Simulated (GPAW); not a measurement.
The system is RuAu.

```
CELL_PARAMETERS angstrom
3.16481 0.00000 0.00000
0.00000 3.16481 0.00000
0.00000 0.00000 3.16481
ATOMIC_POSITIONS crystal
Ru 0.00000 0.00000 0.00000
Au 0.50000 0.50000 0.50000
```

The cell was built by a generator and needn't be a form met in nature.

Base run:

```yaml
Program: GPAW 26.7.0
Functional: TPSS
Potentials_or_basis: GPAW PAW data sets (gpaw-data 1.2.1)
Cutoff: 600 eV
Basis: pw
k_mesh: 8 × 8 × 8
Occupations: fermi-dirac, width 0.05 eV
Spin: no spin polarisation
```

Its results: pressure -3.7 GPa.

**Question.** The run is repeated on the same cell with these changes: functional from TPSS to PW91; potentials or basis from GPAW PAW data sets (gpaw-data 1.2.1) to PAW data sets generated in the run's folder for this functional. What comes out?

**Answer.** Pressure 2.5 GPa.

Caveats: with this Au data set, volumes or pressures lay over 1.5 % or 2 GPa off other programs in two to four cells of ten; the PAW data sets were made with another functional, which shifts forces and pressure a little (some runs).
